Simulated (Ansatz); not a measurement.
CoNiO2, 4 atoms in the cell. It takes space group P4/mmm (No. 123, tetragonal). The conventional cell has a = 3.014 Å, b = 3.014 Å, c = 4.222 Å, α = 90.00°, β = 90.00°, γ = 90.00°. Around Ni (site symmetry 4/mmm) lie 6 O at 2.11 to 2.13 Å. Co (site symmetry 4/mmm) has 6 O at 2.11 to 2.13 Å as nearest neighbours. Around O (site symmetry 4/mmm) lie 2 Ni at 2.11 Å and 4 Co at 2.13 Å. O (site symmetry 4/mmm) is surrounded by 2 Co at 2.11 Å and 4 Ni at 2.13 Å. The cell comes from a database or a generator and needn't be the stable form of this composition.

* Program: Ansatz 0.2.0
* Task: band structure
* Functional: LDA
* Potentials or basis: all-electron LAPW, scalar-relativistic
* Cutoff: 340 eV (chosen from the basis error)
* Basis error allowed: 0.002 eV/atom
* k mesh: 9 × 9 × 6
* Occupations: fermi-dirac, width 0.05 eV
* Spin: collinear spin, ferromagnetic start
* Starting moments: [1.0, 2.0, 0.0, 0.0] μB

Potentials or basis: all-electron LAPW, scalar-relativistic.

Run with:

```console
$ ansatz run input.yaml --threads 4 --pin off --max-ram 12288MiB --backend cpu --events-out ev --progress --plain --runs-dir out
```

Hardware: 4 threads of Intel(R) Xeon(R) Platinum 8259CL CPU @ 2.50GHz (Skylake/Cascade Lake), with other jobs on the host.

How long does it take, and how much memory?

Wall time 35 s on 4 threads of Intel(R) Xeon(R) Platinum 8259CL CPU @ 2.50GHz (Skylake/Cascade Lake), with other jobs on the host, peak memory 0.77 GiB. Counts: scf iterations 16, plane waves 553, k points 60, bands 33.
